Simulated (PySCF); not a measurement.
**One shape, several levels: C2H6OSi (SMILES CO[Si]C)**

Wanted: a comparison of 6 runs (HF/STO-3G, HF/3-21G, BHLYP/cc-pVDZ, CAM-B3LYP/cc-pVDZ, M06-2X/cc-pVDZ, SVWN5/cc-pVDZ) of C2H6OSi. Input form: a Python script.

The calculation is run with PySCF 2.14.0.

3 further runs of the same task are left out: 3 set aside as unsound or not needed.

**1. The system as given**

The species is C2H6OSi (10 atoms), meant as a singlet with charge 0. SMILES: `CO[Si]C`. The Si3–C4 distance was set to 2.480 Å, away from the relaxed value.

Bond lengths: C1–O2 1.407 Å, O2–Si3 1.646 Å, C1–H5 1.093 Å, C1–H6 1.093 Å, C1–H7 1.093 Å, C4–H8 1.097 Å, C4–H9 1.097 Å, C4–H10 1.093 Å. Angles: C1–O2–Si3 133.8°, O2–C1–H5 109.2°, O2–C1–H6 112.4°, O2–C1–H7 109.1°, H5–C1–H6 108.9°, H5–C1–H7 108.3°, H6–C1–H7 108.9°, H8–C4–H9 107.4°, H8–C4–H10 107.8°, H9–C4–H10 107.8°. A long bond or contact: Si3–C4 2.480 Å.

**2. The energy at HF/STO-3G (run 1)**

geometry.xyz reads:

```xyz
10

C     -0.037818     1.634855    -0.909362
O      1.308882     1.438855    -0.550362
Si     2.111082     0.247755     0.253538
C      0.308400    -1.365000     0.803300
H     -0.111218     1.716955    -1.996662
H     -0.681218     0.817855    -0.572162
H     -0.393618     2.569755    -0.469262
H     -0.184400    -1.751200    -0.097200
H     -0.467600    -0.912400     1.432500
H      0.726300    -2.215800     1.347400
```

input.py reads:

```python
from pyscf import gto, scf

molecule = gto.Mole()
molecule.atom = 'geometry.xyz'
molecule.max_memory = 1860
molecule.charge = 0
molecule.verbose = 4
molecule.basis = 'sto-3g'
molecule.spin = 0
molecule.build()

mf = scf.RHF(molecule)
mf.conv_tol = 1e-10
mf.kernel()
if not mf.converged:
    mf = mf.newton().run(mf.mo_coeff, mf.mo_occ)

etot = mf.e_tot
print(f'total energy: {etot:.8f} hartree')
```

On the command line:

```
OMP_NUM_THREADS=1 python input.py
```

What it wrote:

```text
PySCF version 2.14.0

[... 64 lines left out ...]
converged SCF energy = -437.652986154117
total energy: -437.65298615 hartree
```

Run time: 0.72 s. Hardware: 1 thread of Arm Neoverse V1, shared host; peak memory 0.1 GiB.

**3. The energy at HF/3-21G (run 2)**

input.py reads:

```python
from pyscf import gto

molecule = gto.Mole()
molecule.atom = '''
C   -0.037818   1.634855  -0.909362
O    1.308882   1.438855  -0.550362
Si   2.111082   0.247755   0.253538
C    0.308400  -1.365000   0.803300
H   -0.111218   1.716955  -1.996662
H   -0.681218   0.817855  -0.572162
H   -0.393618   2.569755  -0.469262
H   -0.184400  -1.751200  -0.097200
H   -0.467600  -0.912400   1.432500
H    0.726300  -2.215800   1.347400
'''
molecule.spin = 0
molecule.charge = 0
molecule.basis = '3-21g'
molecule.max_memory = 1860
molecule.verbose = 4
molecule.build()

mf = molecule.RHF()
mf.conv_tol = 1e-10
mf.kernel()
if not mf.converged:
    mf = mf.newton().run(mf.mo_coeff, mf.mo_occ)

etot = mf.e_tot
print('E(%s) = %.9f' % ('HF', etot))
```

On the command line:

```
OMP_NUM_THREADS=1 python input.py
```

What it wrote:

```text
PySCF version 2.14.0

[... 66 lines left out ...]
converged SCF energy = -440.611645163927
E(HF) = -440.611645164
```

It took 0.94 s on 1 thread of Arm Neoverse V1, shared host; peak memory 0.12 GiB.

Runs 3 to 5 aren't shown in full; the table further down has their settings and results.

**4. A single-point energy at SVWN5/cc-pVDZ (run 6)**

job.py reads:

```python
from pyscf import gto, dft

mol = gto.M(
    atom='''
C   -0.037818   1.634855  -0.909362
O    1.308882   1.438855  -0.550362
Si   2.111082   0.247755   0.253538
C    0.308400  -1.365000   0.803300
H   -0.111218   1.716955  -1.996662
H   -0.681218   0.817855  -0.572162
H   -0.393618   2.569755  -0.469262
H   -0.184400  -1.751200  -0.097200
H   -0.467600  -0.912400   1.432500
H    0.726300  -2.215800   1.347400
''',
    basis='cc-pvdz',
    max_memory=1860,
    verbose=4,
)

mf = dft.RKS(mol)
mf.xc = 'svwn'
mf.conv_tol = 1e-10
mf.grids.level = 5
mf.kernel()
if not mf.converged:
    mf = mf.newton().run(mf.mo_coeff, mf.mo_occ)

etot = mf.e_tot
print('E(%s) = %.9f' % ('SVWN5', etot))
```

On the command line:

```
OMP_NUM_THREADS=1 python job.py
```

What it wrote:

```text
PySCF version 2.14.0

[... 84 lines left out ...]
converged SCF energy = -442.027425598809
E(SVWN5) = -442.027425599
```

Run time: 16 s. Hardware: 1 thread of Arm Neoverse V1, shared host; peak memory 0.32 GiB.

**5. Overview of the runs**

```tsv
run	level	integration grid	energy (Eh)	dipole moment (D)	HOMO energy (eV)	LUMO energy (eV)	wall time
1	HF/STO-3G	–	-437.652986	1.54	-5.34	6.15	0.72 s
2	HF/3-21G	–	-440.611645	1.61	-8.13	1.34	0.94 s
3	BHLYP/cc-pVDZ	5	-444.395156	1.43	-6.81	-0.93	23 s
4	CAM-B3LYP/cc-pVDZ	5	-444.414494	1.52	-7.11	-0.71	35 s
5	M06-2X/cc-pVDZ	5	-444.396385	1.47	-6.84	-1.02	44 s
6	SVWN5/cc-pVDZ	5	-442.027426	1.69	-5.01	-2.79	16 s
```

**6. What came out**

| quantity | value |
| --- | --- |
| run 6: total energy | -442.02743 Eh |
| run 6: dipole moment | 1.69 D |
| run 6: HOMO energy | -5.01 eV |
| run 6: LUMO energy | -2.79 eV |
| run 6: HOMO–LUMO gap | 2.22 eV |

In words: The dipole moment (its size) runs from 1.43 D (BHLYP/cc-pVDZ) to 1.69 D (SVWN5/cc-pVDZ). The HOMO–LUMO gap runs from 2.22 eV (SVWN5/cc-pVDZ) to 11.49 eV (HF/STO-3G). The two ends differ in method and basis. Totals of different functionals can't be ranked against each other. In run 1 the basis is minimal, so the values are rough. All runs together took 2 min, the longest 44 s.
